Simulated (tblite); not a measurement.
# C2H4F2O (SMILES COC(F)F) at GFN2-xTB

What is the electronic atomisation energy of C2H4F2O at GFN2-xTB? 

The calculation is run with tblite 0.8.0.

20 further runs of the same task are left out: 20 set aside as unsound or not needed.

**1. The molecule**

C2H4F2O has 9 atoms, charge 0, and is taken as a singlet. SMILES: `COC(F)F`. Geometry: optimised at GFN2-xTB. This is one conformer, not always the lowest.

Bond lengths: C1–O2 1.420 Å, O2–C3 1.346 Å, C3–F4 1.364 Å, C3–F5 1.337 Å, C1–H6 1.095 Å, C1–H7 1.086 Å, C1–H8 1.093 Å, C3–H9 1.110 Å. Some angles: C1–O2–C3 114.3°, O2–C3–F4 111.8°, O2–C3–F5 108.7°, F4–C3–F5 106.2°, O2–C1–H6 110.7°, O2–C1–H7 105.6°, O2–C1–H8 110.9°, O2–C3–H9 114.6°, F4–C3–H9 106.4°, F5–C3–H9 108.8°.

**2. The harmonic vibrations at GFN2-xTB**

molecule.xyz reads:

```xyz
9

C     -0.570532    -0.357006    -0.997797
O      0.671691     0.038634    -0.435042
C      0.608490     0.372319     0.866962
F      0.433723    -0.721196     1.663149
F      1.776482     0.912981     1.228225
H     -1.312574     0.441059    -0.894973
H     -0.368825    -0.544927    -2.048720
H     -0.942063    -1.268037    -0.522014
H     -0.207992     1.079770     1.123209
```

xtb_job.py reads:

```python
import json
import numpy as np
from tblite.interface import Calculator
from tblite.interface import symbols_to_numbers
from ase.data import atomic_masses

symbols = list(map(str, np.loadtxt("molecule.xyz", skiprows=2, usecols=0, dtype=str, ndmin=1)))
numbers = np.array(symbols_to_numbers(symbols))
positions = np.loadtxt("molecule.xyz", skiprows=2, usecols=(1, 2, 3), ndmin=2) / 0.529177210903

xtb = Calculator("GFN2-xTB", numbers, positions, charge=0, uhf=0)
xtb.set("verbosity", 0)
xtb.set("accuracy", 0.01)
res = xtb.singlepoint()
h = 0.005  # bohr
n = positions.size
H, D = np.zeros((n, n)), np.zeros((n, 3))
for a in range(n):
    g, d = [], []
    for sign in (1, -1):
        x = positions.ravel().copy()
        x[a] += sign * h
        xtb.update(x.reshape(-1, 3))
        y = xtb.singlepoint()
        g.append(y.get('gradient').ravel())
        d.append(y.get('dipole'))
    H[a], D[a] = (g[0] - g[1]) / (2 * h), (d[0] - d[1]) / (2 * h)
mass = np.repeat(atomic_masses[numbers], 3)
H = (H + H.T) / 2 / np.sqrt(np.outer(mass, mass))
# project out translations and rotations
com = positions - atomic_masses[numbers] @ positions / atomic_masses[numbers].sum()
T = [np.tile(v, len(numbers)) for v in np.eye(3)] + [np.cross(com, v).ravel() for v in np.eye(3)]
U, sv, _ = np.linalg.svd((np.array(T) * np.sqrt(mass)).T)
Q = U[:, (sv > 1e-3 * sv.max()).sum():]
w, V = np.linalg.eigh(Q.T @ H @ Q)
freq = np.sign(w) * np.sqrt(np.abs(w)) * 5140.487
inten = (((Q @ V).T / np.sqrt(mass)) @ D) ** 2
inten = inten.sum(axis=1) * 974.88
print(f"E = {res.get('energy'):.8f} Eh, max gradient {np.abs(res.get('gradient')).max():.2e} Eh/bohr")
print("mode   frequency/cm^-1   IR/(km/mol)")
for i, (v, s) in enumerate(zip(freq, inten), 1):
    print(f"{i:4d} {v:14.2f} {s:14.3f}")
zpe = freq[freq > 0].sum() / 2 / 219474.63
print(f"imaginary modes: {(freq < -10).sum()}, zero-point energy {zpe:.6f} Eh = {zpe * 627.5095:.4f} kcal/mol")
out = {k: np.asarray(res.get(k)).tolist() for k in ("energy", "gradient", "charges", "dipole", "orbital-energies", "orbital-occupations")}
out.update(symbols=symbols, positions=(positions * 0.529177210903).tolist(), frequencies=freq.tolist(), intensities=inten.tolist(), zpe=zpe)
json.dump(out, open("results.json", "w"))
```

Run with:

```bash
python xtb_job.py
```

Log:

```text
E = -19.85090052 Eh, max gradient 1.69e-05 Eh/bohr
mode   frequency/cm^-1   IR/(km/mol)
   1          89.96          4.294
   2         171.35          1.209
   3         275.91          1.222
   4         430.00         14.115
   5         508.87          4.042
   6         605.63         24.060
   7         960.88        241.584
   8        1018.04        132.923
   9        1083.50         40.424
  10        1124.90         62.934
  11        1138.38        151.274
  12        1189.49        168.820
  13        1276.33         55.614
  14        1302.05         39.036
  15        1397.07          4.579
  16        1454.00         10.599
  17        1467.39          9.633
  18        2812.31         70.825
  19        2942.33         31.594
  20        2967.44         18.191
  21        3050.25          2.868
imaginary modes: 0, zero-point energy 0.062117 Eh = 38.9788 kcal/mol
```

It took 0.87 s on 1 thread of Intel Xeon at 2.50GHz (Skylake/Cascade Lake), shared host.

**3. The C atom: the energy at GFN2-xTB**

molecule.xyz reads:

```xyz
1
start geometry
C      0.000000     0.000000     0.000000
```

calc.py reads:

```python
"""GFN2-xTB single point"""
import json
import numpy as np
from tblite.interface import Calculator
from tblite.interface import symbols_to_numbers

symbols = list(map(str, np.loadtxt("molecule.xyz", skiprows=2, usecols=0, dtype=str, ndmin=1)))
numbers = np.array(symbols_to_numbers(symbols))
positions = np.loadtxt("molecule.xyz", skiprows=2, usecols=(1, 2, 3), ndmin=2) / 0.529177210903

tb = Calculator("GFN2-xTB", numbers, positions, charge=0, uhf=2)
tb.set("verbosity", 0)
tb.set("accuracy", 0.1)
tb.add("spin-polarization", 1.0)
sp = tb.singlepoint()

print(f"total energy: {sp.get('energy') * 27.211386:.8f} eV")
eps = np.atleast_2d(sp.get("orbital-energies")) * 27.211386
occ = np.atleast_2d(sp.get("orbital-occupations"))
filled = occ.sum(axis=0) if eps.shape[0] == 1 else occ[0]
homo = np.nonzero(filled > 0.5)[0].max()
print(f"HOMO {eps[0, homo]:.4f} eV")
if homo + 1 < eps.shape[1]:
    print(f"LUMO {eps[0, homo + 1]:.4f} eV, gap {eps[0, homo + 1] - eps[0, homo]:.4f} eV")
mu = sp.get("dipole") * 2.541746
print(f"|mu|: {np.linalg.norm(mu):.4f} D, components " + " ".join(f"{c:.4f}" for c in mu))
q = sp.get("charges")
print("Charges:", " ".join(f"{s}{i + 1}={c:+.4f}" for i, (s, c) in enumerate(zip(symbols, q))))
out = {k: np.asarray(sp.get(k)).tolist() for k in ("energy", "gradient", "charges", "dipole", "orbital-energies", "orbital-occupations")}
out.update(symbols=symbols, positions=(positions * 0.529177210903).tolist())
json.dump(out, open("results.json", "w"))
```

Run the same way, it converges to -1.83865 Eh (log not shown).

**4. The F atom: the energy at GFN2-xTB**

input.xyz reads:

```xyz
1

F      0.000000     0.000000     0.000000
```

calc.py reads:

```python
"""GFN2-xTB single point"""
import json
import numpy as np
from tblite.interface import Calculator
from tblite.interface import symbols_to_numbers

symbols = list(map(str, np.loadtxt("input.xyz", skiprows=2, usecols=0, dtype=str, ndmin=1)))
numbers = np.array(symbols_to_numbers(symbols))
positions = np.loadtxt("input.xyz", skiprows=2, usecols=(1, 2, 3), ndmin=2) / 0.5291772

calculator = Calculator("GFN2-xTB", numbers, positions, charge=0, uhf=1)
calculator.set("verbosity", 0)
calculator.set("accuracy", 0.1)
calculator.add("spin-polarization", 1.0)
res = calculator.singlepoint()

print(f"E(total): {res.get('energy') * 627.5095:.8f} kcal/mol")
eps = np.atleast_2d(res.get("orbital-energies")) * 27.211386
occ = np.atleast_2d(res.get("orbital-occupations"))
filled = occ.sum(axis=0) if eps.shape[0] == 1 else occ[0]
homo = np.nonzero(filled > 0.5)[0].max()
print("  MO   occupation   energy/eV")
for i in range(max(0, homo - 4), min(eps.shape[1], homo + 5)):
    print(f"{i + 1:4d} {filled[i]:10.4f} {eps[0, i]:12.4f}")
mu = res.get("dipole") * 2.541746
print(f"Dipole moment: {np.linalg.norm(mu):.4f} D, components " + " ".join(f"{c:.4f}" for c in mu))
q = res.get("charges")
print("Charges:", " ".join(f"{s}{i + 1}={c:+.4f}" for i, (s, c) in enumerate(zip(symbols, q))))
out = {k: np.asarray(res.get(k)).tolist() for k in ("energy", "gradient", "charges", "dipole", "orbital-energies", "orbital-occupations")}
out.update(symbols=symbols, positions=(positions * 0.529177210903).tolist())
json.dump(out, open("results.json", "w"))
```

Run the same way, it converges to -4.63430 Eh (log not shown).

**5. The H atom: the energy at GFN2-xTB**

input.xyz reads:

```xyz
1

H      0.000000     0.000000     0.000000
```

calc.py reads:

```python
import json
import numpy as np
from ase.io import read
from tblite.ase import TBLite
from ase.units import kJ, mol as mol_
from ase.units import Debye

molecule = read("input.xyz")
start = molecule.get_positions()

molecule.calc = TBLite(
    method="GFN2-xTB",
    multiplicity=2,
    accuracy=0.1,
    spin_polarization=1.0,
    verbosity=0,
)
print(f"E: {molecule.get_potential_energy() / (kJ / mol_):.6f} kJ/mol")
print(f"Dipole: {np.linalg.norm(molecule.get_dipole_moment()) / Debye:.4f} D")
print("Charges:", np.round(molecule.get_charges(), 4))
json.dump(dict(energy=molecule.get_potential_energy(), forces=molecule.get_forces().tolist(), dipole=molecule.get_dipole_moment().tolist(), charges=molecule.get_charges().tolist(),
               symbols=molecule.get_chemical_symbols(), start=start.tolist(), final=molecule.positions.tolist()), open("results.json", "w"))
```

Run the same way, it converges to -0.42930 Eh (log not shown).

**6. The O atom: the energy at GFN2-xTB**

run.py reads:

```python
import json
import numpy as np
from tblite.interface import Calculator
from tblite.interface import symbols_to_numbers

geometry = """
O      0.000000     0.000000     0.000000
"""
lines = [l.split() for l in geometry.strip().splitlines()]
symbols = [l[0] for l in lines]
numbers = np.array(symbols_to_numbers(symbols))
positions = np.array([l[1:4] for l in lines], float) / 0.529177210903

tb = Calculator("GFN2-xTB", numbers, positions, charge=0, uhf=2)
tb.set("verbosity", 0)
tb.set("accuracy", 0.1)
tb.add("spin-polarization", 1.0)
sp = tb.singlepoint()

print(f"Total energy: {sp.get('energy') * 27.211386:.8f} eV")
eps = np.atleast_2d(sp.get("orbital-energies")) * 27.211386
occ = np.atleast_2d(sp.get("orbital-occupations"))
filled = occ.sum(axis=0) if eps.shape[0] == 1 else occ[0]
homo = np.nonzero(filled > 0.5)[0].max()
print("  MO   occupation   energy/eV")
for i in range(max(0, homo - 4), min(eps.shape[1], homo + 5)):
    print(f"{i + 1:4d} {filled[i]:10.4f} {eps[0, i]:12.4f}")
mu = sp.get("dipole") * 2.541746
print(f"dipole: {np.linalg.norm(mu):.4f} D, components " + " ".join(f"{c:.4f}" for c in mu))
q = sp.get("charges")
print("Charges:", " ".join(f"{s}{i + 1}={c:+.4f}" for i, (s, c) in enumerate(zip(symbols, q))))
out = {k: np.asarray(sp.get(k)).tolist() for k in ("energy", "gradient", "charges", "dipole", "orbital-energies", "orbital-occupations")}
out.update(symbols=symbols, positions=(positions * 0.529177210903).tolist())
json.dump(out, open("results.json", "w"))
```

Run with:

```bash
python run.py
```

Log:

```text
Total energy: -104.03748122 eV
  MO   occupation   energy/eV
   1     1.0000     -21.8375
   2     1.0000     -17.0188
   3     1.0000     -17.0188
   4     1.0000     -17.0188
dipole: 0.0000 D, components 0.0000 0.0000 0.0000
Charges: O1=+0.0000
```

It took 0.33 s on 1 thread of Intel Xeon at 2.50GHz (Skylake/Cascade Lake), shared host.

**7. Results**

Level: GFN2-xTB.

```
                                     quantity         value
                       molecule: total energy  -19.85090 Eh
                      molecule: dipole moment        3.64 D
                        molecule: HOMO energy     -12.62 eV
                        molecule: LUMO energy      -0.33 eV
                      molecule: HOMO–LUMO gap      12.29 eV
           molecule: largest force on an atom    0.001 eV/Å
         molecule: lowest harmonic wavenumber       90 cm⁻¹
        molecule: highest harmonic wavenumber     3050 cm⁻¹
                  molecule: zero-point energy  163.1 kJ/mol
                         C atom: total energy   -1.83865 Eh
                        C atom: dipole moment        0.00 D
C atom: HOMO energy (as the program lists it)     -14.11 eV
             C atom: largest force on an atom    0.000 eV/Å
                         F atom: total energy   -4.63430 Eh
                        F atom: dipole moment        0.00 D
F atom: HOMO energy (as the program lists it)     -16.56 eV
             F atom: largest force on an atom    0.000 eV/Å
                         H atom: total energy   -0.42930 Eh
                        H atom: dipole moment        0.00 D
             H atom: largest force on an atom    0.000 eV/Å
                         O atom: total energy   -3.82331 Eh
                        O atom: dipole moment        0.00 D
O atom: HOMO energy (as the program lists it)     -17.02 eV
             O atom: largest force on an atom    0.000 eV/Å
                electronic atomisation energy     37.130 eV
```

Taking the molecule apart into free atoms costs 37.13 eV (3583 kJ/mol), before zero-point energy and without spin-orbit coupling. Tight-binding and semi-empirical models aren't fitted to free atoms, so this value can be far from the true one. All 21 modes (molecule) are real, so the shape is a minimum at this level.
